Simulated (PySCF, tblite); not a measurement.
# C9H15N: geometry, infrared bands and NMR shifts

Wanted: the infrared bands and NMR shifts of C9H15N (`[H]/N=C1/C=CC[C@H]1CCCC`), by calculation.

Programs: tblite 0.8.0 and PySCF 2.14.0, with density-fitted response routines of our own. Each step states its level of theory. These are calculated values for one molecule in the gas phase, unless marked as measured. Atoms count from 0, in the outputs and in this text.

### Step 1. Starting geometry

25 atoms, charge 0, multiplicity 1; geometry from: force field or distance geometry start.

Bonds of the start (Å): C0–C1 1.51, C1–C2 1.54, C2–C3 1.52, C3–C4 1.53, C4–C5 1.53, C5–C6 1.50, C6–C7 1.34, C7–C8 1.46, C8–N9 1.29, C8–C4 1.51, C0–H10 1.10, C0–H11 1.09, C0–H12 1.09, C1–H13 1.09, C1–H14 1.11, C2–H15 1.09, C2–H16 1.10, C3–H17 1.08, C3–H18 1.11, C4–H19 1.10, C5–H20 1.09, C5–H21 1.09, C6–H22 1.08, C7–H23 1.06, N9–H24 1.02.

### Step 2. Geometry optimisation with GFN2-xTB

The job: settings as JSON, then the geometry in Å.

```
{"job": {"kind": "relax", "xc": "GFN2-xTB", "basis": "xTB"}, "charge": 0, "multiplicity": 1}
C     -3.789600    -0.246300    -0.062400
C     -2.546000     0.372400     0.526700
C     -1.293300     0.021100    -0.288400
C     -0.041400     0.653300     0.305600
C      1.211300     0.341700    -0.506800
C      1.648100    -1.127000    -0.452900
C      3.025600    -1.092500     0.142300
C      3.491100     0.127600     0.440000
C      2.433400     1.049800     0.033400
N      2.547400     2.332400     0.122100
H     -4.674200     0.012900     0.544400
H     -3.973400     0.123800    -1.075600
H     -3.728100    -1.333400    -0.091400
H     -2.658300     1.455200     0.589800
H     -2.419400     0.010500     1.564200
H     -1.200200    -1.063400    -0.339100
H     -1.433200     0.395300    -1.313600
H     -0.182500     1.726000     0.385000
H      0.093800     0.292200     1.349400
H      1.071800     0.659200    -1.548700
H      1.682700    -1.557800    -1.449400
H      0.990100    -1.739200     0.168400
H      3.599400    -1.991800     0.337100
H      4.422300     0.408600     0.859500
H      1.711500     2.806300    -0.230400
```

Command:

```console
OMP_NUM_THREADS=1 python probes_run.py task.json out
```

This one command runs all jobs of the session in turn.

**Question.** This job is followed by: GFN2-xTB harmonic vibrations, gas phase; GIAO PBE0/pcSseg-1 NMR shielding, non-relativistic, gas phase. Predict these results of the whole session: strongest single infrared mode (GFN2-xTB); zero-point energy (GFN2-xTB); 13C shifts against TMS (PBE0/pcSseg-1); 1H shifts against TMS (PBE0/pcSseg-1, means over atoms taken as alike); 15N shifts against NH3 (PBE0/pcSseg-1); surface potential, 1st and 99th percentile.

As calculated:

| quantity | value |
| --- | --- |
| strongest single infrared mode (GFN2-xTB) | 1723 cm⁻¹, 189 km/mol |
| zero-point energy (GFN2-xTB) | 138.1 kcal/mol |
| 13C shifts against TMS (PBE0/pcSseg-1) | 192.2, 159.2, 144.7, 46.4, 42.2, 41.3, 36.8, 28.6, 17.3 ppm |
| 1H shifts against TMS (PBE0/pcSseg-1, means over atoms taken as alike) | 10.38, 7.11, 6.54, 2.85, 2.25, 1.97, 1.54, 1.39, 1.31, 1.27, 1.11, 1.07, 0.96 ppm |
| 15N shifts against NH3 (PBE0/pcSseg-1) | 327.3 ppm |
| surface potential, 1st and 99th percentile | -2.05 V and 1.00 V |

In words: Relaxing lowered the energy by 0.168 eV in 27 steps; the close pair that moved most is C8–N9, from 1.291 to 1.261 Å. All 69 modes are real, so the xTB geometry is a minimum. The strongest single mode, at 1723 cm⁻¹, moves mainly C8 and N9. Unscaled tight-binding wavenumbers are off by several per cent, some by more. Its intensities can rank the bands wrongly. At PBE0/pcSseg-1: The largest span, 621 ppm, is at N9, where the paramagnetic term is -382 ppm. By nearest atom (PBE0/pcSseg-1), the HOMO sits on N9 58 %; C4 10 % and the LUMO on C6 27 %; N9 20 %.
